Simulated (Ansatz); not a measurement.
**C6H9ClHfO2: small, medium and large basis sets**

One table from this session's results is given with a row withheld; the runs are named, their logs left out.

Program: Ansatz 0.2.0, Gaussian basis. Level of theory: one geometry, several basis sets. These are calculated values, not measurements.

Levels to be run: PBE0-D4/def2-SVP; ωB97M-V/def2-SVP; PBE0-D4/def2-QZVPP; ωB97M-V/def2-QZVPP; the functionals' def2-TZVPP values are taken from earlier runs.

1 further run of the same task is left out (it didn't finish).

### The geometry

All runs share one geometry, relaxed beforehand with PBE0-D4 in a triple-zeta def2 set. Hf takes the def2 core potential; no spin-orbit term is included.

SMILES `C[C@@]12[C@H]3[C@H]4[C@H]5[C@@H]1[Hf]4532([OH])([OH])[Cl]`, 19 atoms, charge 0, spin multiplicity 1.

Atoms are counted from 1 here; the program's logs count them from 0.

Bond lengths: C1–C2 1.491 Å, C1–H11 1.094 Å, C1–H12 1.091 Å, C1–H13 1.091 Å, C2–C3 1.410 Å, C2–C6 1.419 Å, C2–Hf7 2.559 Å, C3–C4 1.416 Å, C3–Hf7 2.522 Å, C3–H14 1.081 Å, C4–C5 1.412 Å, C4–Hf7 2.487 Å, C4–H15 1.081 Å, C5–C6 1.409 Å, C5–Hf7 2.507 Å, C5–H16 1.080 Å, C6–Hf7 2.528 Å, C6–H17 1.081 Å and more. Angles: C2–C1–H11 110.2°, C2–C1–H12 111.4°, C2–C1–H13 111.3°, H11–C1–H12 107.7°, H11–C1–H13 108.1°, H12–C1–H13 108.0°, C1–C2–C3 126.7°, C1–C2–C6 126.3°, C1–C2–Hf7 122.3°, C3–C2–C6 107.0°, C3–C2–Hf7 72.4°, C6–C2–Hf7 72.6°, C2–C3–C4 108.8°, C2–C3–Hf7 75.4°, C2–C3–H14 125.4°, C4–C3–Hf7 72.2°, C4–C3–H14 125.8°, Hf7–C3–H14 118.0° and more.

Set-up of the first run:

The input, in.yaml:

```yaml
crystal:
  periodic: [false, false, false]
  atoms:
    - {symbol: C, position_ang: [2.014442, -0.968687, -1.111232]}
    - {symbol: C, position_ang: [0.694574, -0.293042, -0.952825]}
    - {symbol: C, position_ang: [-0.569704, -0.914736, -0.896396]}
    - {symbol: C, position_ang: [-1.566118, 0.086417, -0.803043]}
    - {symbol: C, position_ang: [-0.916866, 1.339814, -0.815999]}
    - {symbol: C, position_ang: [0.470840, 1.106698, -0.888390]}
    - {symbol: Hf, position_ang: [-0.315820, 0.216694, 1.342828]}
    - {symbol: O, position_ang: [-0.986056, -1.409260, 2.133652]}
    - {symbol: O, position_ang: [-1.284880, 1.618619, 2.239955]}
    - {symbol: Cl, position_ang: [1.936517, 0.415252, 2.137041]}
    - {symbol: H, position_ang: [2.306296, -0.985562, -2.165481]}
    - {symbol: H, position_ang: [1.977878, -2.001397, -0.760725]}
    - {symbol: H, position_ang: [2.793994, -0.450469, -0.551737]}
    - {symbol: H, position_ang: [-0.743874, -1.981218, -0.909061]}
    - {symbol: H, position_ang: [-2.631599, -0.079796, -0.733623]}
    - {symbol: H, position_ang: [-1.396973, 2.304275, -0.744201]}
    - {symbol: H, position_ang: [1.244837, 1.861129, -0.884515]}
    - {symbol: H, position_ang: [-1.279047, -2.313038, 2.079018]}
    - {symbol: H, position_ang: [-1.748431, 2.448315, 2.284705]}
basis:
  gaussian: {orbitals: def2-SVP}
hamiltonian: {xc: pbe0, dispersion: d4}
output: {orbitals: {seedname: orbitals}}
```

Launch:

```bash
$ ansatz run in.yaml --threads 4 --pin off --events-out ev --progress --plain --max-ram 46080MiB --backend cpu
```

Steps of the session up to this table: PBE0-D4 in def2-SVP; ωB97M-V in def2-SVP; PBE0-D4 in def2-QZVPP; ωB97M-V in def2-QZVPP.

One table of the session follows, with a row left open; its other results are not shown here.

| functional | basis | HOMO (eV) | LUMO (eV) |
| --- | --- | --- | --- |
| PBE0-D4 | def2-SVP | -7.17 | -0.20 |
| PBE0-D4 | def2-TZVPP | -7.15 | -0.27 |
| PBE0-D4 | def2-QZVPP | -7.17 | -0.32 |
| ωB97M-V | def2-SVP | ? | ? |
| ωB97M-V | def2-TZVPP | -9.22 | 1.20 |
| ωB97M-V | def2-QZVPP | -9.25 | 0.73 |

**Question.** Estimate the row for ωB97M-V, def2-SVP.

The run gave: HOMO (eV): -9.24; LUMO (eV): 1.82. In the column «HOMO (eV)» it lies between ωB97M-V, def2-QZVPP (-9.25) and ωB97M-V, def2-TZVPP (-9.22).
